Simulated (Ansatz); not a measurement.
Run this with Ansatz 0.2.0 through its Python package and show what comes out.

Contents of `geh4s2.xyz`:
```text
7

S    -2.13380    0.08580   -0.06120
Ge    0.00270    0.44680    0.12480
S     0.97980   -1.50360    0.42480
H    -1.93510   -0.69370   -1.19600
H     0.55360    1.10160   -1.18470
H     0.28700    1.39090    1.33570
H     2.30700   -0.89580    0.51090
```

`geh4s2_tae.py`:
```python
"""Energy to split GeH4S2 into its atoms."""

from collections import Counter

import ansatz as az


def energy_of(molecule, charge=0, unpaired=0):
    calc = molecule.calculation().basis(gaussian="def2-SVP").correlation("ccsd_t")
    if charge:
        calc = calc.charge(charge)
    if unpaired:
        calc = calc.spin("collinear", total=unpaired)
    report = calc.run().report
    if report["published_state_doubts"]:
        print("  doubts:", report["published_state_doubts"])
    return report["free_energy_ev"]


def main() -> None:
    mol = az.Crystal.molecule_from_extxyz("geh4s2.xyz")

    # unpaired electrons of the ground-state atoms
    unpaired = {"S": 2, "Ge": 2, "H": 1}
    counts = Counter(site.symbol for site in mol.cartesian_sites)
    atom_energy = {s: energy_of(az.Crystal.molecule().atom(s, (0, 0, 0)), 0, unpaired[s]) for s in counts}
    whole = energy_of(mol, 0, 0)
    for s, e in atom_energy.items():
        print(f"{s:2s} x{counts[s]}  {e:14.5f} eV")
    print(f"GeH4S2: {whole:.5f} eV")
    split = sum(counts[s] * e for s, e in atom_energy.items()) - whole
    print(f"atomisation energy (no zero-point term): {split:.3f} eV, {split / sum(counts.values()):.3f} eV an atom")


if __name__ == "__main__":
    main()
```

```console
$ python geh4s2_tae.py
S  x2    -10815.65249 eV
Ge x1    -56470.13173 eV
H  x4       -13.58606 eV
GeH4S2: -78173.66313 eV
atomisation energy (no zero-point term): 17.882 eV, 2.555 eV an atom
```

17.882 eV from the electronic energies, without the zero-point term.

Total energies depend on the basis set; only differences at equal settings carry meaning. The geometry is a force-field or estimated start, not a minimum of this method, and the basis set is short of its limit. All parts are taken at fixed geometry, without zero-point energy. In double-zeta sets correlated atomisation energies come out some 10 to 15 % low. Wall time of the script: 26 s on 1 thread of AMD EPYC (Zen 3), on a shared host, peak memory 0.31 GiB.

(Lines on the test bed's own set-up are left out of the output.)
